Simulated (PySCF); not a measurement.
# The bond of TlB+, level by level

An exercise on one series of results from a longer session: the logs are not shown, and one member is left open.

The runs use PySCF 2.14.0; Tl def2-SVPD with ECP60, B def2-SVPD, scalar-relativistic core potentials.

Set-up of the first run:

A driver script around PySCF takes these settings:

| Quantity | Value |
| --- | --- |
| atoms | Tl, B |
| charge | 1 |
| basis | Tl def2-SVPD with ECP60, B def2-SVPD |
| Hamiltonian | scalar-relativistic core potentials |
| basis functions | 52 |
| electrons treated | 25 |
| masses in u | 204.9744, 11.0093 |
| levels | PBE0, PBE, r²SCAN, B2PLYP, BHandHLYP, M06-2X, HF, MP2, SCS-MP2, CCSD, CCSD(T) |
| grid | 80 radial by 434 angular points |
| occupations | held fixed by the projection of orbital angular momentum |
| dissociation limit | Tl+ + B, each in its ground configuration |
| starting distance in angstrom | 2.345 |
| values of 2S to try | 1, 3 |

The run is started by

```console
$ OMP_NUM_THREADS=1 python dia.py task.json out
```

Steps of the session up to this table: The job; First curve: PBE0; Higher solutions at PBE0; PBE (GGA); r²SCAN (meta-GGA); B2PLYP (double hybrid); BHandHLYP (global hybrid GGA); M06-2X (hybrid meta-GGA); UHF (mean field); Adding correlation.

One table of the session follows, with a row left open; its other results are not shown here.

Energy (eV) from each level's lowest point:

```
R (Å)    UHF  UHF-MP2  UHF-SCS-MP2  UHF-CCSD  UHF-CCSD(T)
2.655  0.307    0.213        0.241       n/a          n/a
2.778  0.171    0.104        0.124     0.114        0.105
2.902  0.085    0.040        0.053     0.047        0.042
2.994  0.044    0.014        0.022     0.019        0.015
3.087  0.018    0.002        0.006     0.004        0.002
3.180  0.005    0.000        0.000     0.000        0.000
3.303  0.000    0.010        0.005     0.006        0.008
3.457      ?        ?            ?         ?            ?
3.643  0.032    0.074        0.059     0.063        0.069
3.890  0.072    0.132        0.112       n/a          n/a
```

**Question.** Estimate the row for R (Å) = 3.457.

Worked estimate for «UHF». A straight line through the neighbours (3.303, 0.000) and (3.643, 0.032) gives 0.000 + (0.032 − 0.000) × (3.457 − 3.303) / (3.643 − 3.303) = 0.014; a parabola fitted to 4 rows on both sides gives 0.011.

As computed: UHF: 0.009; UHF-MP2: 0.034; UHF-SCS-MP2: 0.025; UHF-CCSD: 0.027; UHF-CCSD(T): 0.031. In «UHF» the line misses by +0.005 and the parabola by +0.002.
